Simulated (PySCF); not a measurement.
# SnB+: from the state search to spectroscopic constants

Aim: find the lowest electronic state of SnB+, scan its bond at several levels of theory, and get bond length, wavenumber and dissociation energy from each curve.

The runs use PySCF 2.14.0; Sn def2-SVPD with ECP28, B def2-SVPD, scalar-relativistic core potentials.

**1. The job**

A driver script around PySCF takes these settings:

* atoms: Sn, B
* charge: 1
* basis: Sn def2-SVPD with ECP28, B def2-SVPD
* Hamiltonian: scalar-relativistic core potentials
* basis functions: 52
* electrons treated: 26
* masses in u: 119.9022, 11.0093
* levels: PBE0, PBE, r²SCAN, B97-3, MN15, BHandHLYP, HF, MP2, SCS-MP2, CCSD, CCSD(T)
* grid: 80 radial by 434 angular points
* occupations: held fixed by the projection of orbital angular momentum
* dissociation limit: Sn+ + B, each in its ground configuration
* starting distance in angstrom: 2.265
* values of 2S to try: 0, 2

Run with:

```bash
> OMP_NUM_THREADS=1 python dia.py task.json out
```

Further steps of the session: The PBE0 curve of the state that the search chose; Higher solutions at PBE0; PBE (GGA); r²SCAN (meta-GGA); B97-3 (global hybrid GGA); MN15 (hybrid meta-GGA); BHandHLYP; UHF; MP2 and coupled cluster.

What does the calculation give? Wanted: for each run, Re; ωe; De; μ.

The runs gave:

Lowest PBE0 solution found, without spin–orbit coupling: ³Π (triplet), unpaired electrons σ ↑, π ↑. State 2 has its PBE0 minimum 0.19 eV higher, as a spin-mixed determinant (⟨S²⟩ = 1.02), so this is no gap between pure states. State 3 has its PBE0 minimum 0.35 eV higher. State 4 has its PBE0 minimum 0.58 eV higher, as a spin-mixed determinant (⟨S²⟩ = 1.01), so this is no gap between pure states. The other levels ran on the lowest alone.

```
      level  Re (Å)  ωe (cm⁻¹)  De (eV)  μ (D)
   UHF-CCSD   2.424        373     1.58    n/a
UHF-CCSD(T)   2.418        392     1.68    n/a
        PBE   2.418        398     2.31   1.44
     r²SCAN   2.381        428     2.28   1.63
       PBE0   2.379        424     2.11   1.49
      B97-3   2.392        418     1.96   1.29
       MN15   2.390        396     2.11   1.81
  BHandHLYP   2.374        411     1.72   1.61
```

De is counted to Sn+ + B in their ground configurations. A positive dipole points from Sn to B; in an ion it is taken about the centre of mass and does not tell which atom is negative. No constants: UHF (the points don't follow one smooth fit); UHF-MP2 (the points don't follow one smooth fit); UHF-SCS-MP2 (the points don't follow one smooth fit).

Differences from CCSD(T) in the same basis:

```
    level  Re (mÅ)  ωe (%)
 UHF-CCSD       +6    -4.9
      PBE        0    +1.5
   r²SCAN      -37    +9.1
     PBE0      -39    +8.0
    B97-3      -26    +6.4
     MN15      -28    +1.0
BHandHLYP      -43    +4.8
```

What this shows: Against CCSD(T) in the same basis, the bond length is nearest at PBE (0 mÅ) and farthest at BHandHLYP (-43 mÅ); the wavenumber is nearest at MN15 (+1.0 %) and farthest at r²SCAN (+9.1 %). CCSD(T) in a basis this small is itself some way from its limit, more so than the functionals. Of the levels with a De here, UHF-CCSD gives the least (1.58 eV) and PBE the most (2.31 eV).

Correlated steps freeze 5 core orbitals. These are scalar-relativistic numbers at best; spin–orbit coupling would shift them, the dissociation energy most.
